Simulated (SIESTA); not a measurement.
Crystal: SbS2.

```xyz
6
Lattice="-3.0307 3.0307 5.7976 3.0307 -3.0307 5.7976 3.0307 3.0307 -5.7976" Properties=species:S:1:pos:R:3 pbc="T T T"
Sb    0.0000    0.0000    0.0000
Sb    0.0000    3.0307    2.8988
S    -1.5154    1.6610    4.3482
S     1.3697    1.5154    1.4494
S     4.5461    1.3697   -1.4494
S     1.6610    1.5154    7.2470
```

The cell comes from a database or a generator and needn't be the stable form of this composition.

Base run:

* Program: SIESTA 5.4.2
* Functional: PBEsol
* Potentials or basis: PseudoDojo 0.4 standard (PBEsol files)
* Basis: SZ (energy shift 0.003 Ry)
* Grid cutoff: 500 Ry
* Energy shift: 0.003 Ry
* k mesh: 6 × 6 × 6
* Occupations: fermi-dirac, width 0.05 eV
* Spin: no spin polarisation

Its results: band gap on the k mesh none (metal or under the smearing width); pressure 8.0 GPa; largest force 1.740 eV/Å.

**Question.** The run is repeated on the same cell with these changes: basis from SZ (energy shift 0.003 Ry) to DZP (energy shift 0.003 Ry; two zetas on semicore shells). What comes out?

**Answer.** Band gap on the k mesh none (metal or under the smearing width); pressure 0.0 GPa; largest force 0.208 eV/Å.

Caveats: spin-orbit coupling is left out, which moves the levels of the heavy elements; the basis of atomic orbitals isn't converged, which shifts pressures, moduli and gaps; the basis has no polarisation orbitals (some runs); forces of over 1 eV/Å show positions far from the minimum, so gaps and moduli don't describe the material at rest (some runs).
